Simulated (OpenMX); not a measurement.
The system is CrN, a sheet with vacuum.

```
Cr N
1.0
     2.72412    0.00000    0.00000
     0.00000    2.72412    0.00000
     0.00000    0.00000   23.80000
Cr N
1 1
Cartesian
  1.3621 1.3621 7.0001
  0.0000 0.0000 7.0001
```

The cell was built by a generator and needn't be a form met in nature.

Alike in all runs: program OpenMX 3.8.5; functional PBE; potentials or basis OpenMX 2013 PBE set, Cr6.0-s3p2d2, N6.0-s2p2d1, grid cutoff 400 Ry; k mesh 11 × 11 × 1; occupations fermi-dirac, width 0.05 eV.

Starts and where they ended:

| start | free energy over the lowest (meV/atom) | net moment (μB) | site or absolute moments (μB) | gap |
| --- | --- | --- | --- | --- |
| collinear spin, ferromagnetic start of up to 4.5 μB | 0.0 | 2.70 | Cr +2.91; N -0.21 | none (metal or under the smearing width) |
| collinear spin, zero start | 309.8 | 0.00 | - | none (metal or under the smearing width) |
| collinear spin, ferromagnetic start of up to 3 μB | 0.0 | 2.70 | Cr +2.91; N -0.21 | none (metal or under the smearing width) |

The spin-polarised runs without a constraint all converged, yet they end up to 310 meV/atom apart: a converged run can sit in a state that isn't the lowest. A still lower state may exist.

Caveats: no basis functions reach into the vacuum, so the work function isn't listed; the basis of atomic orbitals isn't converged, which shifts pressures, moduli and gaps.
